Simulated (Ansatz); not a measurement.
# W: the cost of one run

Computed with Ansatz 0.2.0 (DFT r2SCAN, scalar-relativistic, plane waves, PAW, unless a step's input says otherwise).

### 1 The system as given

It takes space group Pm-3n (No. 223, cubic). The conventional cell has a = 5.062 Å, b = 5.062 Å, c = 5.062 Å, α = 90.00°, β = 90.00°, γ = 90.00°. W (site symmetry -4m2) is surrounded by 6 W at 2.53 to 2.83 Å. Around W (site symmetry m-3) lie 12 W at 2.83 Å.

Structure file:

```
W
1.0
     5.06227    0.00000    0.00000
     0.00000    5.06227    0.00000
     0.00000    0.00000    5.06227
W
8
Direct
  0.25000 0.00000 0.50000
  0.75000 0.00000 0.50000
  0.00000 0.50000 0.25000
  0.00000 0.50000 0.75000
  0.50000 0.75000 0.00000
  0.50000 0.25000 0.00000
  0.00000 0.00000 0.00000
  0.50000 0.50000 0.50000
```

The structure comes from the Materials Project (structure only).

(A quick probe on a coarse mesh, which set the mesh and smearing, is not shown.)

### 3 The relaxation

The input, input.yaml:

```yaml
crystal:
  lattice:
    - [5.06227038, 0.0, 0.0]
    - [0.0, 5.06227038, 0.0]
    - [0.0, 0.0, 5.06227038]
  atoms:
    - { symbol: W, position: [0.25, 0.0, 0.5] }
    - { symbol: W, position: [0.75, 0.0, 0.5] }
    - { symbol: W, position: [0.0, 0.5, 0.25] }
    - { symbol: W, position: [0.0, 0.5, 0.75] }
    - { symbol: W, position: [0.5, 0.75, 0.0] }
    - { symbol: W, position: [0.5, 0.25, 0.0] }
    - { symbol: W, position: [0.0, 0.0, 0.0] }
    - { symbol: W, position: [0.5, 0.5, 0.5] }
basis:
  ecutwfc: 500
kpoints:
  mp_grid: { grid: [8, 8, 8] }
hamiltonian:
  xc: r2scan
scf:
  occupations: { method: gaussian, width: 0.1 }
output:
  forces: true
  stress: true
  eigenvalues: true
relax:
  adjacent_minimum: "off"
  f_tol: 0.005
  max_steps: 80
  cell: { stress_tol: 0.05 }
```

Q: Estimate wall time and peak memory on 2 threads of an Arm CPU, shared host.

About 3.5 min, with a peak of 0.82 GiB.
